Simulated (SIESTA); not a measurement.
This SIESTA 5.4.2 run on InH needs a look.

File InH.fdf:

```
SystemName                      InH
SystemLabel                     InH
NumberOfSpecies                 2
NumberOfAtoms                   4
%block ChemicalSpeciesLabel
  1  49 In
  2   1 H

LatticeConstant                 1.0 Ang
%block LatticeVectors
     1.5531996648    -4.8751283768     0.0000000000
     1.5531996648     4.8751283768     0.0000000000
     0.0000000000     0.0000000000     4.1171797452
%endblock LatticeVectors
AtomicCoordinatesFormat         Fractional
%block AtomicCoordinatesAndAtomicSpecies
     0.8574883200     0.1425116800     0.7500000000  1  In
     0.1425116800     0.8574883200     0.2500000000  1  In
     0.5891535900     0.4108464100     0.7500000000  2  H
     0.4108464100     0.5891535900     0.2500000000  2  H
%endblock AtomicCoordinatesAndAtomicSpecies

%block kgrid.MonkhorstPack
    7   0   0  0.0
    0   7   0  0.0
    0   0   4  0.0
%endblock kgrid.MonkhorstPack
%block XC.Mix
  2
  GGA LIBXC-00-GGA_X_OPTX 1.0 0.0
  GGA LIBXC-00-GGA_C_LYP 0.0 1.0
%endblock XC.Mix
PAO.BasisSize                   DZP
PAO.EnergyShift                 0.01 Ry
Mesh.Cutoff                     750 Ry
Spin                            spin-orbit
%block DM.InitSpin
    1   0.501    90.00    45.00
    2   0.501    90.00    45.00
    3   0.000     0.00     0.00
    4   0.000     0.00     0.00
%endblock DM.InitSpin
WriteOrbMom                     true
OccupationFunction              FD
ElectronicTemperature           0.05 eV
MaxSCFIterations                60
SCF.MustConverge                false
SCF.Mixer.Method                Pulay
SCF.Mixer.Weight                0.1
SCF.Mixer.History               10
SCF.DM.Tolerance                1.0e-05
SCF.H.Tolerance                 1.0e-04 eV
WriteForces                     true
Charge.Mulliken                 end
Charge.Hirshfeld                end
Charge.Voronoi                  end
SaveRho                         true
SaveElectrostaticPotential      true
MD.TypeOfRun                    FC
FC.First                        1
FC.Last                         4
FC.Displacement                 0.04 Bohr
```

Potentials or basis: PseudoDojo 0.4 standard (PBE files, fully relativistic), DZP (energy shift 0.01 Ry).

Launch:

```console
$ siesta InH.fdf > InH.out 2>&1
```

InH.out:

```text
STOP Stopping Program
*************************************************************
ERROR

FDF module: fdf_bline: block_fdf structure not initialized

     File: fdf.F90
     Line:  2491
*************************************************************
Version         : 5.4.2

                           ***********************
                           *  WELCOME TO SIESTA  *
                           ***********************

 NOTE: Siesta V5 introduces some new defaults for basis-set generation
 NOTE: which might lead to slightly different numerical results.
 NOTE: Please see the manual for full details and compatibility measures.

reinit: Reading from file InH.fdf

reinit: -----------------------------------------------------------------------
reinit: System Name: InH
reinit: -----------------------------------------------------------------------
reinit: System Label: InH
reinit: -----------------------------------------------------------------------

NOTE on units for spin output:
{S} is the spin magnetic moment, in units of the Bohr magneton,
assuming a g-factor for the electron spin of exactly 2.
The spin magnetic moment is then numerically equal to the charge inbalance,
in units of electrons, between the spin-up and -down channels.

xc:
xc: Exchange-correlation functional mix:
xc:
xc: Number     Functional     Authors     Weight(Ex)   Weight(Ec)
xc:    1   GGA                   LIBXC-00-GGA_X_OPTX    1.000        0.000
xc:    2   GGA                   LIBXC-00-GGA_C_LYP     0.000        1.000
xc:

initatom: Reading input for the pseudopotentials and atomic orbitals ----------
```

Q: Diagnose the run.

A: The program refused the input. The input holds a flaw that was put in on purpose: block left open.
